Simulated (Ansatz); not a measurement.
# SiHF3 (SMILES F[SiH](F)F): HF/3-21G

Aim: the energy change on altering one bond length of SiHF3 at HF/3-21G, from 2 runs. 

Program for the calculation: Ansatz 0.2.0.

55 further runs of the same task are left out: 55 set aside as unsound or not needed.

## (1) The system as given

SiHF3 has 5 atoms, charge 0, and is taken as a singlet. SMILES: `F[SiH](F)F`. The coordinates come from a PBE0-D4/def2-TZVP relaxation.

Bond lengths: F1–Si2 1.573 Å, Si2–F3 1.573 Å, Si2–F4 1.573 Å, Si2–H5 1.461 Å. Angles: F1–Si2–F3 108.3°, F1–Si2–F4 108.3°, F3–Si2–F4 108.3°, F1–Si2–H5 110.7°, F3–Si2–H5 110.7°, F4–Si2–H5 110.7°.

## (2) A single-point energy at HF/3-21G

Input file run.yaml:

```yaml
crystal:
  periodic: [false, false, false]
  atoms:
    - symbol: F
      position_ang: [-0.447100, -0.082200, 1.491300]
    - symbol: Si
      position_ang: [0.040700, 0.001700, -0.001800]
    - symbol: F
      position_ang: [-0.597100, 1.281400, -0.657200]
    - symbol: F
      position_ang: [-0.495900, -1.263300, -0.767200]
    - symbol: H
      position_ang: [1.499400, 0.062400, -0.065100]
basis:
  gaussian:
    orbitals: 3-21G.json
hamiltonian:
  xc: hf
accuracy: high
output:
  orbitals: {seedname: orbitals}
```

The basis set 3-21G is read from a file made from the Basis Set Exchange's data (not shown).

Run with:

```console
$ ansatz run run.yaml --threads 1 --pin off --max-ram 3480MiB --events-out events.jsonl --progress --plain --runs-dir runs
```

The program printed:

```text
Warning: RAYON_NUM_THREADS=1 ignored (pool sized by the plan → 1); use --threads N
Functional definition: HF
  name "HF"
  exchange = exact_x
  correlation = 0
865 factors; integrals over basis functions are off by at most 6.5e-9 eV
mean field evaluation 1: about -15912.6667 eV, gradient 3.6e1 eV
mean field evaluation 2: about -15912.8642 eV, gradient 3.7e1 eV
mean field evaluation 4: about -15915.1859 eV, gradient 1.4e0 eV
mean field evaluation 8: about -15915.2130 eV, gradient 1.1e-5 eV
mean field -15915.21299231 eV, -584.8732897487 hartree, gradient 2.0e-8 eV, S^2 0.000000; 0 other end points of the search recorded, 0 dependent functions left out
reference -15915.21299231 eV, -584.8732897487 hartree; 21, 21 occupied and 21, 21 virtual orbitals, 865 factors
Total energy: -15915.21299231 eV, -584.8732897487 hartree
```

Wall time 0.28 s (1 thread of Arm Neoverse V2, shared host).

## (3) The distorted shape

Input file in.yaml:

```yaml
crystal:
  periodic: [false, false, false]
  atoms:
    - {symbol: F, position_ang: [0.196830, 1.435823, 2.409794]}
    - {symbol: Si, position_ang: [0.684630, 1.519723, 0.916694]}
    - {symbol: F, position_ang: [0.046830, 2.799423, 0.261294]}
    - {symbol: F, position_ang: [-0.495900, -1.263300, -0.767200]}
    - {symbol: H, position_ang: [2.143330, 1.580423, 0.853394]}
basis:
  gaussian: {orbitals: 3-21G.json}
magnetization: {spin_polarized: false, initial_magnetization: 0}
hamiltonian: {xc: hf}
accuracy: high
output: {orbitals: {seedname: orbitals}}
```

The basis set 3-21G is read from a file made from the Basis Set Exchange's data (not shown).

Run with:

```console
$ ansatz run in.yaml --threads 1 --pin off --max-ram 3480MiB --events-out events.jsonl --progress --plain --runs-dir runs
```

The program printed:

```text
Warning: RAYON_NUM_THREADS=1 ignored (pool sized by the plan → 1); use --threads N
[... 4 set-up lines as earlier in the session ...]
799 factors; integrals over basis functions are off by at most 1.3e-8 eV
mean field evaluation 1: about -15900.4264 eV, gradient 5.0e1 eV
mean field evaluation 2: about -15900.5563 eV, gradient 5.0e1 eV
mean field evaluation 4: about -15903.5048 eV, gradient 3.0e1 eV
mean field evaluation 8: about -15906.0472 eV, gradient 4.6e0 eV
mean field evaluation 16: about -15906.2543 eV, gradient 9.6e-2 eV
mean field -15906.25428717 eV, -584.5440634070 hartree, gradient 4.2e-8 eV, S^2 0.000000; 0 other end points of the search recorded, 0 dependent functions left out
reference -15906.25428717 eV, -584.5440634070 hartree; 21, 21 occupied and 21, 21 virtual orbitals, 799 factors
Total energy: -15906.25428717 eV, -584.5440634070 hartree
```

It took 0.3 s on 1 thread of Arm Neoverse V2, shared host.

## (4) Outcome

Level: HF/3-21G.

| quantity | value |
| --- | --- |
| first shape: total energy | -584.87329 Eh |
| first shape: HOMO energy | -15.29 eV |
| first shape: LUMO energy | 5.74 eV |
| first shape: HOMO–LUMO gap | 21.03 eV |
| distorted shape: total energy | -584.54406 Eh |
| distorted shape: HOMO energy | -9.08 eV |
| distorted shape: LUMO energy | -2.53 eV |
| distorted shape: HOMO–LUMO gap | 6.55 eV |
| energy change with the Si2–F4 bond stretched from 1.573 to 3.460 Å | 8.959 eV |

One bond (distorted shape) is far stretched, which a spin-restricted single reference describes badly; a broken-symmetry solution may lie lower. With the Si2–F4 bond stretched from 1.573 to 3.460 Å the energy rises by 8.96 eV (207 kcal/mol). The first shape isn't relaxed at this level, so the change isn't measured from a minimum. A restricted reference can't describe the breaking bond well at this length.
